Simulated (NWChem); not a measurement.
**Plane-wave run on BP (space group F-43m)**

```
BP
1.0
    0.00000     2.26607     2.26607
    2.26607     0.00000     2.26607
    2.26607     2.26607     0.00000
B P
1 1
Cartesian
  0.00000   0.00000   0.00000
  1.13304   1.13304   1.13304
```

The numbers come from NWChem runs, not from measurements. Origin of the cell: Materials Project cell, not relaxed here.

Norm-conserving pseudopotentials with valence charges B 3, P 5, fixed occupations, no spin-orbit coupling, density cut at twice the wavefunction cutoff.

Level: LDA (Vosko), default library, cutoff 30 Ha, density from a 6×6×6 mesh. Bands run along Γ–X–U|K–Γ–L–W–X with k in units of the cell's reciprocal vectors.

**Question.** What gap does the band structure show, and how wide is the group of occupied bands?

**Answer.** It shows an indirect gap along this path of 1.24 eV from Γ to (-0.43, -0.43, 0.00) (smallest direct gap on this path 3.42 eV). The 4 occupied bands reach 15.4 eV below the valence-band top.
